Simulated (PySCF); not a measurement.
# C2H8BNO2: electronic excitations at several levels of theory

Aim: compute the electronic excitations of C2H8BNO2 (`CN(C)B(O)O`) at several levels, and see how far they spread and what each costs.

Programs: PySCF 2.14.0, with density-fitted response routines of our own. Each step states its level of theory. These are calculated values for one molecule in the gas phase, unless marked as measured. Atoms are numbered from 0 throughout.

## (1) Starting geometry

14 atoms, charge 0, multiplicity 1; geometry from: GFN2-xTB. The atoms were then displaced at random by about 0.01 Å, so the start is not that level's minimum.

Bonds of the start (Å): C0–N1 1.42, N1–C2 1.45, N1–B3 1.44, B3–O4 1.35, B3–O5 1.37, C0–H6 1.10, C0–H7 1.10, C0–H8 1.10, C2–H9 1.09, C2–H10 1.10, C2–H11 1.07, O4–H12 0.93, O5–H13 0.94.

## (2) Relaxing the molecule at PBE0-D3(BJ)/def2-SVP

The job: settings as JSON, then the geometry in Å.

```
{"job": {"xc": "PBE0", "basis": "def2-SVP", "d3": "d3bj", "grid": 1, "shake": 0.01, "kind": "geom"}, "charge": 0, "multiplicity": 1}
C     -0.749350     1.397640    -0.059600
N     -0.283600     0.063440     0.013520
C     -1.339240    -0.918230     0.188330
B      1.116720    -0.260500    -0.076870
O      1.994990     0.746380    -0.254380
O      1.441010    -1.584020     0.011350
H     -1.297910     1.688010     0.852270
H      0.087190     2.101620    -0.199690
H     -1.456760     1.538860    -0.891380
H     -0.869340    -1.903760     0.257450
H     -1.879780    -0.727400     1.132110
H     -2.019890    -0.884670    -0.632230
H      2.881910     0.482040    -0.303310
H      2.366880    -1.754510    -0.045320
```

Started as:

```console
$ OMP_NUM_THREADS=1 python probes_run.py task.json out
```

The driver reads the jobs from task.json and runs them one after another.

Log:

```text
step   0  E = -310.63421640  max force = 0.042394
step   1  E = -310.63879018  max force = 0.009933
step   2  E = -310.63909431  max force = 0.002574
step   3  E = -310.63909848  max force = 0.001710
step   4  E = -310.63911446  max force = 0.000491
step   5  E = -310.63911673  max force = 0.000138
optimisation converged
```

It took 36 s on 1 thread of Arm Neoverse V1, shared host; peak memory 0.49 GiB.

The steps of the relaxation:

```csv
step,energy from step 0 (eV),largest force component (eV/Å)
0,0.0000,2.1800
1,-0.1245,0.5108
2,-0.1327,0.1324
3,-0.1328,0.0879
4,-0.1333,0.0252
5,-0.1333,0.0071
```

Distances of close pairs at the start and the end, largest changes first:

```csv
bond,before (Å),after (Å),change (Å)
C2–H11,1.067,1.107,+0.040
O4–H12,0.927,0.958,+0.032
B3–O4,1.348,1.379,+0.032
N1–B3,1.440,1.414,-0.026
C0–N1,1.415,1.437,+0.022
O5–H13,0.943,0.958,+0.015
N1–C2,1.452,1.437,-0.015
B3–O5,1.366,1.379,+0.014
```

The end geometry stands in the next job.

```csv
at the end point,value
point group (found at 0.08 Å tolerance),C2v
"rotational constants (GHz, main isotopes)","4.875, 3.199, 1.980"
dipole moment (D),1.87
```

## (3) TDDFT and polarisability: PBE0/def2-SVP

The job: settings as JSON, then the geometry in Å.

```
{"job": {"kind": "uv", "xc": "PBE0", "basis": "def2-SVP"}, "charge": 0, "multiplicity": 1}
C     -0.556764     1.292128    -0.411960
N     -0.077799    -0.060806    -0.339607
C     -1.096482    -1.062361    -0.182174
B      1.297085    -0.382734    -0.417814
O      2.204369     0.646675    -0.558605
O      1.663858    -1.710622    -0.349227
H     -1.106994     1.579300     0.504807
H      0.284815     1.984438    -0.537555
H     -1.250225     1.432795    -1.263413
H     -0.641523    -2.059163    -0.130094
H     -1.684273    -0.901745     0.742178
H     -1.812089    -1.052423    -1.026667
H      3.118932     0.364428    -0.609414
H      2.607978    -1.866284    -0.404713
```

With the program's defaults for keys left out, this is: TDDFT PBE0/def2-SVP, vertical, gas phase, core orbitals frozen in the response.

Log:

```text
coarse grid: 11456 points
cycle   1  E = -310.4419797948  dE =  6.891e-01  |g| = 8.511e-01  |ddm| = 3.686e+00
cycle   2  E = -310.3523925459  dE =  8.959e-02  |g| = 1.109e+00  |ddm| = 1.422e+00
cycle   3  E = -310.5807243625  dE = -2.283e-01  |g| = 6.029e-02  |ddm| = 8.135e-01
cycle   4  E = -310.5812838602  dE = -5.595e-04  |g| = 3.287e-02  |ddm| = 7.875e-02
cycle   5  E = -310.5815232115  dE = -2.394e-04  |g| = 8.822e-03  |ddm| = 3.464e-02
cycle   6  E = -310.5815387832  dE = -1.557e-05  |g| = 1.835e-03  |ddm| = 7.472e-03
cycle   7  E = -310.5815394849  dE = -7.017e-07  |g| = 3.025e-04  |ddm| = 1.569e-03
final grid: 110008 points
cycle   8  E = -310.6308425863  dE = -2.742e-05  |g| = 7.749e-03  |ddm| = 2.215e-02
cycle   9  E = -310.6308312116  dE =  1.137e-05  |g| = 1.066e-02  |ddm| = 1.529e-02
cycle  10  E = -310.6308564973  dE = -2.529e-05  |g| = 9.839e-04  |ddm| = 8.816e-03
cycle  11  E = -310.6308567012  dE = -2.038e-07  |g| = 1.269e-04  |ddm| = 7.630e-04
cycle  12  E = -310.6308567041  dE = -2.975e-09  |g| = 4.855e-05  |ddm| = 1.413e-04
cycle  13  E = -310.6308567046  dE = -5.099e-10  |g| = 1.151e-05  |ddm| = 5.780e-05
converged SCF energy = -310.6308567046

Static polarisability (au): isotropic 47.425, principal 36.153 47.593 58.530

Singlet excitations
state   eV       nm        f      main configurations
  1   6.1463    201.7   0.00103   H->L 0.99
  2   7.1795    172.7   0.04253   H->L+1 0.99
  3   7.9367    156.2   0.00083   H->L+3 0.84, H-1->L 0.14
  4   8.0163    154.7   0.35494   H->L+2 0.97
  5   8.2613    150.1   0.00006   H-1->L 0.82, H->L+3 0.12
  6   8.7500    141.7   0.00992   H-2->L 0.94
  7   8.8242    140.5   0.00001   H->L+4 0.94
  8   8.8521    140.1   0.00176   H->L+5 0.98
  9   9.2601    133.9   0.04770   H->L+7 0.98
 10   9.5521    129.8   0.00007   H->L+6 0.95

Triplet excitations (Tamm-Dancoff, eV): 6.0334 6.8572 6.9468 7.6418
```

Run time: 16 s. Hardware: 1 thread of Arm Neoverse V1, shared host; peak memory 0.65 GiB.

Frontier orbitals and where they lie:

```csv
orbital,eV,atoms
HOMO−3,-10.05,"C0 19 %, C2 19 %, N1 18 %"
HOMO−2,-9.19,"O5 35 %, O4 35 %, C0 6 %"
HOMO−1,-8.85,"O4 46 %, O5 46 %, B3 4 %"
HOMO,-6.14,"N1 57 %, B3 8 %, O5 5 %"
LUMO,1.15,"H13 34 %, H12 34 %, B3 10 %"
LUMO+1,2.36,"H6 16 %, H11 16 %, H10 16 %"
LUMO+2,2.93,"B3 52 %, O4 8 %, O5 8 %"
```

With each of the 10 states as a Gaussian band of 0.4 eV half-width at 1/e, the curve within the window shown has maxima at 155 nm (ε 14,000), 134 nm (ε 2,000) L/(mol cm). Beyond the last state computed it falls off for lack of states. The curve at chosen wavelengths:

```csv
nm,ε (L/mol/cm)
126,218
130,1162
134,2036
138,1619
142,1367
145,2726
149,7948
153,13648
157,13402
161,8268
165,3948
169,2306
173,1891
176,1595
180,1041
184,531
188,223
192,92
196,53
200,45
204,42
207,36
211,27
215,17
219,10
223,5
```

Ground-state properties from the same run:

```csv
property,computed
dipole moment (D),1.87
polarisability (Å³),7.03
HOMO–LUMO gap (eV),7.29
−ε(HOMO) (eV),6.14
```

## (4) TDDFT and polarisability: PBE0/def2-TZVP

Same as in step 3 but for these lines:

```diff
@@ -1,2 +1,2 @@
-{"job": {"kind": "uv", "xc": "PBE0", "basis": "def2-SVP"}, "charge": 0, "multiplicity": 1}
+{"job": {"kind": "uv", "xc": "PBE0", "basis": "def2-TZVP"}, "charge": 0, "multiplicity": 1}
 C     -0.556764     1.292128    -0.411960
```

Level: TDDFT PBE0/def2-TZVP, vertical, gas phase, core orbitals frozen in the response.

Log:

```text
coarse grid: 11456 points
cycle   1  E = -310.8450668039  dE =  7.204e-01  |g| = 9.061e-01  |ddm| = 2.631e+00
cycle   2  E = -310.7086884572  dE =  1.364e-01  |g| = 1.272e+00  |ddm| = 1.344e+00
cycle   3  E = -310.9942129514  dE = -2.855e-01  |g| = 6.147e-02  |ddm| = 8.670e-01
cycle   4  E = -310.9946612563  dE = -4.483e-04  |g| = 3.925e-02  |ddm| = 6.488e-02
cycle   5  E = -310.9950005965  dE = -3.393e-04  |g| = 9.675e-03  |ddm| = 3.036e-02
cycle   6  E = -310.9950182089  dE = -1.761e-05  |g| = 2.392e-03  |ddm| = 6.101e-03
cycle   7  E = -310.9950192665  dE = -1.058e-06  |g| = 4.242e-04  |ddm| = 1.536e-03
final grid: 110008 points
cycle   8  E = -310.9836038772  dE = -8.807e-05  |g| = 7.728e-03  |ddm| = 6.731e-02
cycle   9  E = -310.9835941551  dE =  9.722e-06  |g| = 1.019e-02  |ddm| = 1.151e-02
cycle  10  E = -310.9836163162  dE = -2.216e-05  |g| = 1.235e-03  |ddm| = 6.438e-03
cycle  11  E = -310.9836165927  dE = -2.765e-07  |g| = 2.782e-04  |ddm| = 7.630e-04
cycle  12  E = -310.9836166080  dE = -1.528e-08  |g| = 5.978e-05  |ddm| = 1.803e-04
cycle  13  E = -310.9836166087  dE = -7.335e-10  |g| = 1.653e-05  |ddm| = 6.559e-05
converged SCF energy = -310.9836166087

Static polarisability (au): isotropic 54.528, principal 43.309 55.302 64.973

Singlet excitations
state   eV       nm        f      main configurations
  1   5.6461    219.6   0.00204   H->L 0.98
  2   6.5992    187.9   0.02512   H->L+1 0.98
  3   7.3722    168.2   0.00001   H->L+2 0.95
  4   7.6314    162.5   0.22827   H->L+3 0.98
  5   7.8502    157.9   0.00001   H-1->L 0.89
  6   8.0670    153.7   0.02085   H->L+5 0.95
  7   8.2018    151.2   0.00001   H->L+4 0.91
  8   8.3523    148.4   0.01345   H-2->L 0.94
  9   8.3930    147.7   0.02513   H->L+6 0.96
 10   8.9317    138.8   0.04145   H->L+7 0.95

Triplet excitations (Tamm-Dancoff, eV): 5.5550 6.4218 6.6980 7.1908
```

Wall time 44 s (1 thread of Arm Neoverse V1, shared host); peak memory 0.9 GiB.

Key values: HOMO -6.34 eV, LUMO 0.41 eV; lowest singlet 5.65 eV.

## (5) Ultraviolet spectrum: PBE0/aug-cc-pVDZ

Same as in step 4 but for these lines:

```diff
@@ -1,2 +1,2 @@
-{"job": {"kind": "uv", "xc": "PBE0", "basis": "def2-TZVP"}, "charge": 0, "multiplicity": 1}
+{"job": {"kind": "uv", "xc": "PBE0", "basis": "aug-cc-pVDZ"}, "charge": 0, "multiplicity": 1}
 C     -0.556764     1.292128    -0.411960
```

Level: TDDFT PBE0/aug-cc-pVDZ, vertical, gas phase, core orbitals frozen in the response.

Log:

```text
coarse grid: 11456 points
cycle   1  E = -310.7564350827  dE =  7.448e-01  |g| = 8.458e-01  |ddm| = 8.272e+00
cycle   2  E = -310.6186181061  dE =  1.378e-01  |g| = 1.207e+00  |ddm| = 2.718e+00
cycle   3  E = -310.8957796207  dE = -2.772e-01  |g| = 5.792e-02  |ddm| = 1.475e+00
cycle   4  E = -310.8962393611  dE = -4.597e-04  |g| = 3.454e-02  |ddm| = 1.543e-01
cycle   5  E = -310.8965163591  dE = -2.770e-04  |g| = 8.968e-03  |ddm| = 6.016e-02
cycle   6  E = -310.8965324273  dE = -1.607e-05  |g| = 2.270e-03  |ddm| = 1.331e-02
cycle   7  E = -310.8965334631  dE = -1.036e-06  |g| = 3.534e-04  |ddm| = 3.869e-03
final grid: 110008 points
cycle   8  E = -310.9024006425  dE = -3.699e-05  |g| = 7.401e-03  |ddm| = 1.621e-01
cycle   9  E = -310.9023904989  dE =  1.014e-05  |g| = 1.002e-02  |ddm| = 2.941e-02
cycle  10  E = -310.9024137361  dE = -2.324e-05  |g| = 1.181e-03  |ddm| = 1.488e-02
cycle  11  E = -310.9024140221  dE = -2.860e-07  |g| = 1.478e-04  |ddm| = 1.963e-03
cycle  12  E = -310.9024140264  dE = -4.313e-09  |g| = 5.113e-05  |ddm| = 3.566e-04
cycle  13  E = -310.9024140270  dE = -6.185e-10  |g| = 1.212e-05  |ddm| = 1.098e-04
converged SCF energy = -310.9024140270

Static polarisability (au): isotropic 58.327, principal 46.327 59.481 69.171

Singlet excitations
state   eV       nm        f      main configurations
  1   4.9551    250.2   0.00451   H->L 0.98
  2   5.5958    221.6   0.02025   H->L+1 0.98
  3   6.0380    205.3   0.00000   H->L+2 0.98
  4   6.1704    200.9   0.03797   H->L+3 0.99
  5   6.5703    188.7   0.00000   H->L+4 0.97
  6   6.6757    185.7   0.00609   H->L+7 0.65, H->L+5 0.32
  7   6.7272    184.3   0.00015   H->L+5 0.67, H->L+7 0.31
  8   6.8414    181.2   0.05177   H->L+6 0.99
  9   7.1543    173.3   0.03769   H->L+8 0.99
 10   7.2930    170.0   0.00000   H-1->L 0.90

Triplet excitations (Tamm-Dancoff, eV): 4.8995 5.5034 5.9842 6.0161
```

Run time: 34 s. Hardware: 1 thread of Arm Neoverse V1, shared host; peak memory 0.84 GiB.

Key values: HOMO -6.36 eV, LUMO -0.47 eV; lowest singlet 4.96 eV.

## (6) Excited states and response: PBE0/def2-TZVPD

Same as in step 5 but for these lines:

```diff
@@ -1,2 +1,2 @@
-{"job": {"kind": "uv", "xc": "PBE0", "basis": "aug-cc-pVDZ"}, "charge": 0, "multiplicity": 1}
+{"job": {"kind": "uv", "xc": "PBE0", "basis": "def2-TZVPD"}, "charge": 0, "multiplicity": 1}
 C     -0.556764     1.292128    -0.411960
```

Level: TDDFT PBE0/def2-TZVPD, vertical, gas phase, core orbitals frozen in the response.

Log:

```text
coarse grid: 11456 points
cycle   1  E = -310.8478865210  dE =  7.195e-01  |g| = 9.042e-01  |ddm| = 4.975e+00
cycle   2  E = -310.6933906150  dE =  1.545e-01  |g| = 1.303e+00  |ddm| = 2.152e+00
cycle   3  E = -310.9969829513  dE = -3.036e-01  |g| = 6.248e-02  |ddm| = 1.303e+00
cycle   4  E = -310.9974321002  dE = -4.491e-04  |g| = 4.038e-02  |ddm| = 9.988e-02
cycle   5  E = -310.9977958086  dE = -3.637e-04  |g| = 9.661e-03  |ddm| = 4.692e-02
cycle   6  E = -310.9978133292  dE = -1.752e-05  |g| = 2.604e-03  |ddm| = 9.403e-03
cycle   7  E = -310.9978145772  dE = -1.248e-06  |g| = 4.467e-04  |ddm| = 2.134e-03
final grid: 110008 points
cycle   8  E = -310.9864152858  dE = -9.350e-05  |g| = 7.755e-03  |ddm| = 2.557e-01
cycle   9  E = -310.9864053127  dE =  9.973e-06  |g| = 1.027e-02  |ddm| = 1.968e-02
cycle  10  E = -310.9864277868  dE = -2.247e-05  |g| = 1.260e-03  |ddm| = 9.871e-03
cycle  11  E = -310.9864280752  dE = -2.885e-07  |g| = 2.839e-04  |ddm| = 1.024e-03
cycle  12  E = -310.9864280912  dE = -1.600e-08  |g| = 6.030e-05  |ddm| = 4.176e-04
cycle  13  E = -310.9864280920  dE = -7.495e-10  |g| = 1.717e-05  |ddm| = 8.288e-05
converged SCF energy = -310.9864280920

Static polarisability (au): isotropic 58.092, principal 46.286 59.276 68.715

Singlet excitations
state   eV       nm        f      main configurations
  1   5.0657    244.8   0.00383   H->L 0.98
  2   5.9110    209.8   0.01991   H->L+1 0.98
  3   6.3690    194.7   0.00000   H->L+2 0.97
  4   6.9495    178.4   0.06963   H->L+4 0.96
  5   6.9868    177.5   0.01300   H->L+5 0.93
  6   7.0191    176.6   0.00002   H->L+3 0.94
  7   7.3053    169.7   0.00089   H->L+6 0.89
  8   7.4025    167.5   0.00000   H-1->L 0.94
  9   7.6022    163.1   0.14293   H->L+7 0.97
 10   7.8468    158.0   0.01434   H-2->L 0.94

Triplet excitations (Tamm-Dancoff, eV): 5.0072 5.7943 6.3004 6.5008
```

Wall time 63 s (1 thread of Arm Neoverse V1, shared host); peak memory 1 GiB.

Key values: HOMO -6.40 eV, LUMO -0.36 eV; lowest singlet 5.07 eV.

## (7) Excited states and response: PBE0/6-31+G*

Same as in step 6 but for these lines:

```diff
@@ -1,2 +1,2 @@
-{"job": {"kind": "uv", "xc": "PBE0", "basis": "def2-TZVPD"}, "charge": 0, "multiplicity": 1}
+{"job": {"kind": "uv", "xc": "PBE0", "basis": "6-31+G*"}, "charge": 0, "multiplicity": 1}
 C     -0.556764     1.292128    -0.411960
```

With the program's defaults for keys left out, this is: TDDFT PBE0/6-31+G*, vertical, gas phase, core orbitals frozen in the response.

Log:

```text
coarse grid: 11456 points
cycle   1  E = -310.7704347358  dE =  7.414e-01  |g| = 8.348e-01  |ddm| = 3.300e+00
cycle   2  E = -310.6494933259  dE =  1.209e-01  |g| = 1.162e+00  |ddm| = 1.709e+00
cycle   3  E = -310.9085118334  dE = -2.590e-01  |g| = 6.219e-02  |ddm| = 9.920e-01
cycle   4  E = -310.9090968754  dE = -5.850e-04  |g| = 3.366e-02  |ddm| = 8.262e-02
cycle   5  E = -310.9093574840  dE = -2.606e-04  |g| = 9.299e-03  |ddm| = 3.920e-02
cycle   6  E = -310.9093747438  dE = -1.726e-05  |g| = 2.265e-03  |ddm| = 9.121e-03
cycle   7  E = -310.9093758222  dE = -1.078e-06  |g| = 2.808e-04  |ddm| = 1.715e-03
final grid: 110008 points
cycle   8  E = -310.8566781584  dE = -2.516e-05  |g| = 7.521e-03  |ddm| = 3.310e-02
cycle   9  E = -310.8566674182  dE =  1.074e-05  |g| = 1.028e-02  |ddm| = 1.604e-02
cycle  10  E = -310.8566919917  dE = -2.457e-05  |g| = 1.108e-03  |ddm| = 9.345e-03
cycle  11  E = -310.8566922488  dE = -2.571e-07  |g| = 1.193e-04  |ddm| = 8.129e-04
cycle  12  E = -310.8566922515  dE = -2.756e-09  |g| = 4.368e-05  |ddm| = 1.543e-04
cycle  13  E = -310.8566922520  dE = -4.455e-10  |g| = 9.635e-06  |ddm| = 5.992e-05
converged SCF energy = -310.8566922520

Static polarisability (au): isotropic 52.282, principal 41.454 52.672 62.719

Singlet excitations
state   eV       nm        f      main configurations
  1   4.9852    248.7   0.00131   H->L 0.98
  2   5.8487    212.0   0.01825   H->L+1 0.98
  3   6.2369    198.8   0.00000   H->L+2 0.98
  4   6.4877    191.1   0.04211   H->L+3 0.99
  5   6.9112    179.4   0.01157   H->L+4 0.94
  6   7.1023    174.6   0.00000   H->L+5 0.93
  7   7.1570    173.2   0.00054   H->L+6 0.93
  8   7.3453    168.8   0.00001   H-1->L 0.92
  9   7.5009    165.3   0.09698   H->L+7 0.98
 10   7.8160    158.6   0.01761   H-2->L 0.94

Triplet excitations (Tamm-Dancoff, eV): 4.9299 5.7481 6.1786 6.2327
```

It took 18 s on 1 thread of Arm Neoverse V1, shared host; peak memory 0.69 GiB.

In short: HOMO -6.33 eV, LUMO -0.38 eV; lowest singlet 4.99 eV.

## (8) Run by run: electronic excitations

Excitations and ground-state properties, with basis size and wall time:

```csv
run,lowest singlet (eV),brightest (eV),f,gap (eV),α (Å³),μ (D),functions,time
PBE0/def2-SVP,6.15,8.02,0.355,7.29,7.03,1.87,124,16 s
PBE0/def2-TZVP,5.65,7.63,0.228,6.76,8.08,1.68,234,44 s
PBE0/aug-cc-pVDZ,4.96,6.84,0.052,5.89,8.64,1.50,210,34 s
PBE0/def2-TZVPD,5.07,7.60,0.143,6.04,8.61,1.52,300,63 s
PBE0/6-31+G*,4.99,7.50,0.097,5.94,7.75,1.75,124,18 s
```

## (9) Summary of results

| quantity | value |
| --- | --- |
| point group | C2v |
| rotational constants (main isotopes) | 4.88, 3.20, 1.98 GHz |
| lowest singlet (PBE0/def2-SVP) | 6.15 eV (202 nm), f = 0.001 |
| brightest single state of those computed | state 4, 8.02 eV, f = 0.355 |
| lowest triplet | 6.03 eV |
| range of the lowest singlet | 4.96 to 6.15 eV |

**Reading.** Single values in the summary come from the first sound run of each kind (PBE0/def2-SVP), which need not be the best level. The start of the PBE0/def2-SVP relaxation was shaken at random by about 0.01 Å, so part of the energy gained, and of the first lengths quoted, undoes that. The optimisation took 5 steps and gained 0.133 eV; among the close pairs (by a distance rule), C2–H11 changed most, from 1.067 to 1.107 Å. No frequency check was run at this level, so the end point may be a saddle. The first singlet state (HOMO→LUMO 0.99) lies at 6.15 eV and is weak; of the 10 states computed, the strongest absorption comes from state 4 at 8.02 eV. The lowest triplet lies 0.11 eV below the lowest singlet (triplets in Tamm-Dancoff, singlets in full TDDFT). At PBE0/def2-SVP, states above −ε(HOMO) (6.14 eV) lie where TDDFT describes them poorly and they hang on the basis; all those computed, the lowest too, are among them. The basis of PBE0/def2-SVP has no diffuse functions, so Rydberg states are missing and the high states are unreliable. The lowest singlet runs from 4.96 eV (PBE0/aug-cc-pVDZ) to 6.15 eV (PBE0/def2-SVP), while the orbital gap spans 5.89 to 7.29 eV. The lowest state need not be the same one in every run.
